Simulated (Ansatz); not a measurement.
# CH3AlO: the cost of one run

Computed with Ansatz 0.2.0, Gaussian basis. Level: PBE0-D4/def2-TZVP structures, single points in def2-TZVPP, no counterpoise correction.

Levels: SPW92, PBE-D4, BLYP-D4, r2SCAN-D4, B97M-V, PBE0-D4, B3LYP-D4, r2SCAN0-D4, BHLYP-D4, CAM-B3LYP-D4, wB97X-V, wB97M-V, B2PLYP, PBE-QIDH, RPA on PBE, Hartree-Fock, MP2, CCSD, CCSD(T).

Cores are frozen in the correlated methods. B3LYP uses VWN-RPA correlation. B2PLYP carries no dispersion term here.

56 further runs of the same task are left out: 56 set aside as unsound or not needed.

## 1. The system as given

The complex: 9 atoms, charge 0, spin multiplicity 1.

Atoms are counted from 1 here; the program's logs count them from 0.

Bond lengths: Al1–S2 2.492 Å, Al1–O3 1.736 Å, Al1–C4 1.892 Å, Al1–H6 1.576 Å, S2–H5 1.344 Å, S2–H7 1.346 Å, O3–C4 1.470 Å, C4–H8 1.092 Å, C4–H9 1.096 Å. Angles: S2–Al1–O3 93.1°, S2–Al1–C4 101.4°, S2–Al1–H6 104.2°, O3–Al1–C4 47.6°, O3–Al1–H6 137.4°, C4–Al1–H6 153.3°, Al1–S2–H5 90.2°, Al1–S2–H7 104.4°, H5–S2–H7 93.5°, Al1–O3–C4 71.8°, Al1–C4–O3 60.6°, Al1–C4–H8 123.3°, Al1–C4–H9 124.8°, O3–C4–H8 112.3°, O3–C4–H9 112.9°, H8–C4–H9 110.0°.

Coordinates:

```mol
CH5AlOS
  3D, bonds by distance, orders not assigned

  9  9  0  0  0  0  0  0  0  0999 V2000
   -0.4044   -0.9189    0.3711 Al  0  0
    0.9602   -0.5612   -1.6834 S   0  0
   -1.5416    0.3225   -0.0524 O   0  0
   -0.6386    0.8577    0.9773 C   0  0
    1.0359    0.7524   -1.4104 H   0  0
   -0.4132   -2.4830    0.5609 H   0  0
    2.2254   -0.8000   -1.2916 H   0  0
   -1.1656    1.1117    1.8996 H   0  0
   -0.0582    1.7189    0.6287 H   0  0
  1  2  8  0
  1  3  8  0
  1  4  8  0
  1  6  8  0
  2  5  8  0
  2  7  8  0
  3  4  8  0
  4  8  8  0
  4  9  8  0
M  END
```

Its parts: CH₃AlO holds atoms 1, 3, 4, 6, 8, 9; H₂S holds atoms 2, 5, 7. Each part counts its atoms afresh in its own runs.

## 2. Relaxing CH₃AlO alone

relax-a/in.yaml reads:

```yaml
crystal:
  periodic: [false, false, false]
  atoms:
    - {symbol: Al, position_ang: [-0.404436, -0.918926, 0.371144]}
    - {symbol: O, position_ang: [-1.541643, 0.322530, -0.052394]}
    - {symbol: C, position_ang: [-0.638592, 0.857698, 0.977340]}
    - {symbol: H, position_ang: [-0.413186, -2.482989, 0.560946]}
    - {symbol: H, position_ang: [-1.165575, 1.111650, 1.899609]}
    - {symbol: H, position_ang: [-0.058176, 1.718934, 0.628718]}
basis:
  gaussian: {orbitals: def2-TZVP}
hamiltonian: {xc: pbe0, dispersion: d4}
relax: {f_tol: 0.005, max_steps: 200}
```

Started as:

```bash
$ ansatz run in.yaml --threads 4 --pin off --events-out ev --progress --plain --max-ram 9574MiB
```

**Question.** How long does this run take on 4 threads of Arm Neoverse V2, shared host?

About 7 s.
